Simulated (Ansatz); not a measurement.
# C3H7BS: small, medium and large basis sets

An exercise on one series of results from a longer session: the logs are not shown, and one member is left open.

Computed with Ansatz 0.2.0, Gaussian basis. Level: one geometry, several basis sets.

Levels to be run: PBE0-D4/def2-SVP; ωB97M-V/def2-SVP; PBE0-D4/def2-QZVPP; ωB97M-V/def2-QZVPP; the functionals' def2-TZVPP values are taken from earlier runs.

**The relaxed structure**

All runs share one geometry, relaxed beforehand with PBE0-D4 in a triple-zeta def2 set.

12 atoms, charge 0, spin multiplicity 1.

Atoms are counted from 1 here; the program's logs count them from 0.

Bond lengths: B1–C2 1.516 Å, B1–H6 1.197 Å, B1–H7 1.198 Å, C2–C3 1.357 Å, C2–H8 1.090 Å, C3–C4 1.491 Å, C3–S5 1.745 Å, C4–H9 1.094 Å, C4–H10 1.087 Å, C4–H11 1.094 Å, S5–H12 1.342 Å. Angles: C2–B1–H6 119.7°, C2–B1–H7 122.3°, H6–B1–H7 118.0°, B1–C2–C3 125.3°, B1–C2–H8 119.0°, C3–C2–H8 115.7°, C2–C3–C4 125.9°, C2–C3–S5 117.8°, C4–C3–S5 116.3°, C3–C4–H9 110.2°, C3–C4–H10 110.9°, C3–C4–H11 110.3°, H9–C4–H10 109.0°, H9–C4–H11 107.4°, H10–C4–H11 109.0°, C3–S5–H12 97.7°.

The first run:

The input, in.yaml:

```yaml
crystal:
  periodic: [false, false, false]
  atoms:
    - {symbol: B, position_ang: [-1.884310, -0.279102, 0.748615]}
    - {symbol: C, position_ang: [-1.061739, 0.479846, -0.273954]}
    - {symbol: C, position_ang: [0.277821, 0.354207, -0.453408]}
    - {symbol: C, position_ang: [1.182516, -0.546307, 0.316210]}
    - {symbol: S, position_ang: [1.026565, 1.328418, -1.692380]}
    - {symbol: H, position_ang: [-3.064123, -0.087714, 0.821952]}
    - {symbol: H, position_ang: [-1.395953, -1.074951, 1.498963]}
    - {symbol: H, position_ang: [-1.561764, 1.190819, -0.931200]}
    - {symbol: H, position_ang: [1.957034, 0.037414, 0.821553]}
    - {symbol: H, position_ang: [0.626575, -1.113331, 1.058665]}
    - {symbol: H, position_ang: [1.687436, -1.243088, -0.358675]}
    - {symbol: H, position_ang: [2.286944, 0.898590, -1.522342]}
basis:
  gaussian: {orbitals: def2-SVP}
hamiltonian: {xc: pbe0, dispersion: d4}
output: {orbitals: {seedname: orbitals}}
```

Among the steps run: PBE0-D4 in def2-SVP; ωB97M-V in def2-SVP; PBE0-D4 in def2-QZVPP; ωB97M-V in def2-QZVPP.

One of the session's tables, all rows but one given; the rest of the session is left out.

It belongs to the step «Functionals by basis». 

```
functional       basis  HOMO (eV)  LUMO (eV)
   PBE0-D4    def2-SVP          ?          ?
   PBE0-D4  def2-TZVPP      -6.99      -1.90
   PBE0-D4  def2-QZVPP      -7.00      -1.94
   ωB97M-V    def2-SVP      -8.91       0.22
   ωB97M-V  def2-TZVPP      -9.02       0.02
   ωB97M-V  def2-QZVPP      -9.04      -0.05
```

Estimate the missing values for PBE0-D4, def2-SVP.

**Answer.** HOMO (eV): -6.90; LUMO (eV): -1.78. In the column «HOMO (eV)» it is the highest.
